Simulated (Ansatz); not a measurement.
**C2H5BF2: geometry optimisation from a Python script**

What geometry does C2H5BF2 take? Wanted for C2H5BF2: a geometry optimisation. SMILES: CCB(F)F.

Program: Ansatz 0.2.0 through its Python package. Level of theory: B3LYP/6-31G*. These are calculated values, not measurements.

## (1) Starting point

Bond lengths: C1–C2 1.467 Å, C2–B3 1.576 Å, B3–F4 1.432 Å, B3–F5 1.465 Å, C1–H6 1.102 Å, C1–H7 1.107 Å, C1–H8 1.177 Å, C2–H9 1.078 Å, C2–H10 1.115 Å. Angles (14 of 15 angles, heavy atoms first): C1–C2–B3 111.0°, C2–B3–F4 123.3°, C2–B3–F5 119.7°, F4–B3–F5 116.6°, C1–C2–H9 111.0°, C1–C2–H10 108.4°, B3–C2–H9 107.5°, B3–C2–H10 108.4°, C2–C1–H6 113.4°, C2–C1–H7 112.9°, C2–C1–H8 109.0°, H9–C2–H10 110.4°, H6–C1–H7 109.4°, H6–C1–H8 104.9°.

No structure file is read: the coordinates are typed or built in the script.

## (2) The script

File opt_c2h5bf2.py:

```python
# -*- coding: utf-8 -*-
"""Geometry optimisation of C2H5BF2."""

import itertools

import ansatz as az
from ase.data import atomic_numbers, covalent_radii
import numpy as np

geometry_ang = [
    ("C", [-1.0838, -0.2329, -0.3631]),
    ("C", [0.3703, -0.4157, -0.303]),
    ("B", [1.0251, 0.5935, 0.7144]),
    ("F", [0.7687, 0.5659, 2.1226]),
    ("F", [2.0685, 1.5135, 0.2552]),
    ("H", [-1.5765, -0.8821, -1.1055]),
    ("H", [-1.575, -0.3615, 0.621]),
    ("H", [-1.3175, 0.8647, -0.7177]),
    ("H", [0.8222, -0.2429, -1.2664]),
    ("H", [0.5811, -1.4536, 0.0454]),
]
system = az.Crystal.molecule()
for symbol, xyz in geometry_ang:
    system = system.atom(symbol, xyz)

model = (
    system.calculation()
    .basis(gaussian="6-31G*")
    .functional("b3lyp")
)
symbols = [site.symbol for site in system.cartesian_sites]
start = np.array([site.position_ang for site in system.cartesian_sites], dtype=float)
def progress(event):
    if event["event"] == "relax_step":
        row = event["data"]
        print(f"step {row['step']:3d}  E = {row['lagrangian_ev']:.6f} eV  largest force component {row['allowed_force_max_ev_ang']:.4f} eV/A")


data = model.relax(force_tolerance=0.02).session().plan().execute(on_event=progress).report
end = np.array(data["positions_ang"])

print("reference energy %16.6f eV" % data["reference_energy_ev"])
print("total energy     %16.6f eV" % data["free_energy_ev"])
print("occupied orbitals outside the frozen core (up, down):", data["n_occupied"], " frozen:", data["n_frozen"], " virtual:", data["n_virtual"])

# pairs closer than 1.2 times the sum of covalent radii, before or after
radius = [covalent_radii[atomic_numbers[s]] for s in symbols]
span = lambda where, i, j: np.linalg.norm(where[i] - where[j])
bonded = [(i, j) for i, j in itertools.combinations(range(len(symbols)), 2) if min(span(start, i, j), span(end, i, j)) < 1.2 * (radius[i] + radius[j])]
print("pair        before    after (A)")
for i, j in bonded:
    print(f"{symbols[i]}{i}-{symbols[j]}{j}".ljust(10), f"{span(start, i, j):8.4f} {span(end, i, j):8.4f}")
with open("c2h5bf2_opt.xyz", "w") as handle:
    handle.write(f"{len(symbols)}\nrelaxed C2H5BF2\n")
    handle.writelines(f"{s:2s} {x:11.6f} {y:11.6f} {z:11.6f}\n" for s, (x, y, z) in zip(symbols, end))
```

## (3) The run

The run is started by

```sh
$ python opt_c2h5bf2.py
```

Without the output at hand: what should come out? Wanted: total energy; dipole moment; moves of the relaxation; energy gained; last largest force component.

As calculated:

```
                    quantity          value
                total energy  -8269.2925 eV
               dipole moment         1.42 D
     moves of the relaxation             20
               energy gained       0.818 eV
last largest force component    0.0019 eV/Å
```

The relaxation took 20 moves; the largest shift is 0.987 Å, of atom 5 (F). So large a move can change the bonding: the results belong to the relaxed structure. The end point is the stationary point reached from this start; no frequency run checks that it is a minimum, and the basis set is modest. b3lyp holds the VWN-RPA fit, as in Gaussian; the form of ORCA and Turbomole is b3lyp5.
